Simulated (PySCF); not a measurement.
**TlBr: bond curves at several levels of theory**

One table from this session's results is given with a row withheld; the runs are named, their logs left out.

The runs use PySCF 2.14.0; Tl cc-pVDZ-PP with ECP60, Br cc-pVDZ-PP with ECP10, scalar-relativistic core potentials.

The first run:

The job is set up so:

* atoms: Tl, Br
* charge: 0
* basis: Tl cc-pVDZ-PP with ECP60, Br cc-pVDZ-PP with ECP10
* Hamiltonian: scalar-relativistic core potentials
* basis functions: 46
* electrons treated: 46
* masses in u: 204.9744, 78.9183
* levels: PBE0, PBE, r²SCAN, M06-2X, TPSS, B2PLYP, HSE06, HF, MP2, SCS-MP2, CCSD, CCSD(T)
* grid: 80 radial by 434 angular points
* occupations: held fixed by the projection of orbital angular momentum
* dissociation limit: Tl + Br, each in its ground configuration
* starting distance in angstrom: 2.545
* values of 2S to try: 0, 2

Launch:

```console
> OMP_NUM_THREADS=1 python dia.py task.json out
```

Steps of the session up to this table: The job; First curve: PBE0; Higher solutions at PBE0; PBE; r²SCAN (meta-GGA); M06-2X (hybrid meta-GGA); TPSS (meta-GGA); B2PLYP; HSE06 (range-separated hybrid); RHF; Correlated methods on the Hartree–Fock reference.

One table of the session follows, with a row left open; its other results are not shown here.

Energy (eV) from each level's lowest point:

```
R (Å)    RHF  RHF-MP2  RHF-SCS-MP2  RHF-CCSD  RHF-CCSD(T)
2.301  0.967    0.853        0.899       n/a          n/a
2.408  0.448    0.367        0.399     0.401        0.398
2.515  0.158    0.109        0.127     0.128        0.127
2.596  0.046    0.021        0.030     0.031        0.030
2.676  0.000    0.000        0.000     0.000        0.000
2.756      ?        ?            ?         ?            ?
2.863  0.065    0.121        0.103     0.101        0.104
2.997  0.201    0.295        0.265     0.263        0.268
3.158  0.414    0.550        0.509     0.505        0.513
3.372  0.732    0.919        0.865       n/a          n/a
```

**Question.** Estimate the row for R (Å) = 2.756.

Worked estimate for «RHF». A straight line through the neighbours (2.676, 0.000) and (2.863, 0.065) gives 0.000 + (0.065 − 0.000) × (2.756 − 2.676) / (2.863 − 2.676) = 0.028; a parabola fitted to 4 rows on both sides gives 0.008.

**Answer.** RHF: 0.004; RHF-MP2: 0.028; RHF-SCS-MP2: 0.020; RHF-CCSD: 0.019; RHF-CCSD(T): 0.020. In «RHF» the line misses by +0.024 and the parabola by +0.004.

State 2 has its PBE0 minimum 3.83 eV higher. The other levels ran on the lowest alone.
